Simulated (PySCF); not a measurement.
# Co³⁺: dipole response in aug-cc-pVTZ plus 1 even-tempered diffuse shell per l

How polarisable is Co³⁺ at the levels listed below?

The numbers are computed with PySCF 2.14.0 (unrestricted determinants in a Gaussian basis, no spin-orbit coupling in the energies), except any that are marked as measured or tabulated.

## Step 1: What is computed

```
Element     : cobalt (Z = 27)
Basis       : aug-cc-pVTZ with one added diffuse shell each of s, p, d, f, g type (9s8p6d4f3g, 118 functions)
Hamiltonian : no relativity, point nucleus
State 1     : Co³⁺: [Ar] 3d6, high-spin 5D determinant
Methods     : MN15
```

Outer shells as boxes (Hund's rule):

Co3+ [Ar] 3d6
```
[Ar] core
3d [↑↓][↑ ][↑ ][↑ ][↑ ]
```

One driver process ran all states and methods and kept the integrals in memory. Each run is shown as a PySCF script that sums up its settings (the driver passes frozen orbitals as a list and adds second-order terms of double hybrids); the logs are those of the runs themselves. The driver starts from symmetry-adapted Hartree-Fock orbitals, holds the occupation by maximum overlap and uses a logarithmic radial grid for functionals, so a plain start would take other cycles.

It was started by

```sh
> OMP_NUM_THREADS=1 python atomrun2.py TASK.json OUT
```

The integrals over 118 functions and the set-up took 4.8 s of CPU time.

## Step 2: Co³⁺: MN15

**MN15**

File input.py:

```python
from pyscf import gto, scf, dft, mp, cc
import basis_set_exchange as bse
mol = gto.M(atom="Co 0 0 0", charge=3, spin=4, symmetry="D2h",
            basis=gto.basis.parse(bse.get_basis("aug-cc-pVTZ", elements=["Co"], fmt="nwchem", header=False, augment_diffuse=1)))
mf = dft.UKS(mol, xc="MN15")
mf.irrep_nelec = {'Ag': (5, 3), 'B1g': (1, 1), 'B2g': (1, 0), 'B3g': (1, 0), 'B1u': (2, 2), 'B2u': (2, 2), 'B3u': (2, 2)}
mf.kernel()
```

The log of the run:

```text
damping factor = 0
level_shift factor = 0
DIIS = <class 'pyscf.scf.diis.CDIIS'>
diis_start_cycle = 1
diis_space = 10
diis_damp = 0
SCF conv_tol = 1e-09
SCF conv_tol_grad = None
number electrons alpha = 14  beta = 10
XC functionals = MN15
    H. S. Yu, X. He, S. L. Li, and D. G. Truhlar.,  Chem. Sci. 7, 5032-5051 (2016)
    H. S. Yu, X. He, S. L. Li, and D. G. Truhlar.,  Chem. Sci. 7, 5032-5051 (2016)
cycle= 1 E= -1380.74559609519  delta_E= -0.037  |g|= 0.0274  |ddm|= 1.92
cycle= 2 E= -1380.74571980986  delta_E= -0.000124  |g|= 0.00548  |ddm|= 0.0341
cycle= 3 E= -1380.74572291548  delta_E= -3.11e-06  |g|= 0.00326  |ddm|= 0.0168
cycle= 4 E= -1380.74572433131  delta_E= -1.42e-06  |g|= 0.000625  |ddm|= 0.00791
cycle= 5 E= -1380.74572439882  delta_E= -6.75e-08  |g|= 2.48e-05  |ddm|= 0.00128
cycle= 6 E= -1380.7457243992  delta_E= -3.79e-10  |g|= 1.71e-06  |ddm|= 4.33e-05
converged SCF energy = -1380.7457243992  <S^2> = 6.0009731  2S+1 = 5.0003892
```

CPU time 4 min on a shared host, the integrals not counted.

The occupied shells:

```csv
shell,electrons,mean orbital energy (eV),spread (eV),rms radius (bohr)
1s β,1,-7535.9,0,0.0659
1s α,1,-7535.8,0,0.0659
2s α,1,-913.66,0,0.284
2s β,1,-913.01,0,0.284
2p α,3,-810.89,1.104,0.250
2p β,3,-809.80,0.799,0.250
3s α,1,-140.22,0,0.848
3s β,1,-137.82,0,0.848
3p α,3,-108.57,1.761,0.878
3p β,3,-104.85,1.082,0.878
3d α,5,-50.921,1.946,1.04
3d β,1,-46.609,0,1.04
```

⟨S²⟩ = 6.001, ⟨L²⟩ = 6.00.

The driver then solved the coupled dipole response at imaginary frequencies: mean α = 1.819 bohr³ (xx, yy, zz: 1.895, 1.895, 1.666), C₆ = 4.346 au for a like pair.

Radial density 4πr²ρ of Co³⁺ at MN15:

```
r (bohr)   density  spin density
0.000997     0.158         0.000
 0.00168     0.431         0.000
 0.00282      1.15         0.000
 0.00474      2.92         0.000
 0.00798      6.94        -0.001
  0.0134      14.7        -0.001
  0.0226      25.5        -0.003
  0.0380      32.4        -0.004
  0.0639      28.0        -0.004
   0.107      27.3         0.024
   0.181      36.5         0.322
   0.304      21.3         1.645
   0.511      16.1         3.819
   0.860      15.0         3.651
    1.45      3.20         1.222
    2.43     0.198         0.104
    4.09  0.000522         0.000
    6.88  2.46e-05         0.000
```

## Step 3: The response side by side

Co³⁺, in atomic units:

| method | mean α | C₆ (like pair) | S(−4) |
| --- | --- | --- | --- |
| MN15 | 1.819 | 4.346 | 1.126 |

α(iu) at MN15:

```
u (hartree)  α(iu) (bohr³)
          0          1.819
     0.0500          1.816
      0.100          1.807
      0.200          1.776
      0.300          1.727
      0.500          1.600
      0.750          1.425
       1.00          1.264
       1.50         0.9994
       2.00         0.8029
       3.00         0.5430
       5.00         0.2901
```

## Step 4: Results

| quantity | value |
| --- | --- |
| α of Co³⁺ | 1.819 (MN15) bohr³ |

A single London oscillator with the computed α and C₆ of Co³⁺ at MN15 would have ω = 4 C₆ / (3 α²) = 1.75 hartree. All values hold for this basis alone; no basis-set limit was taken.
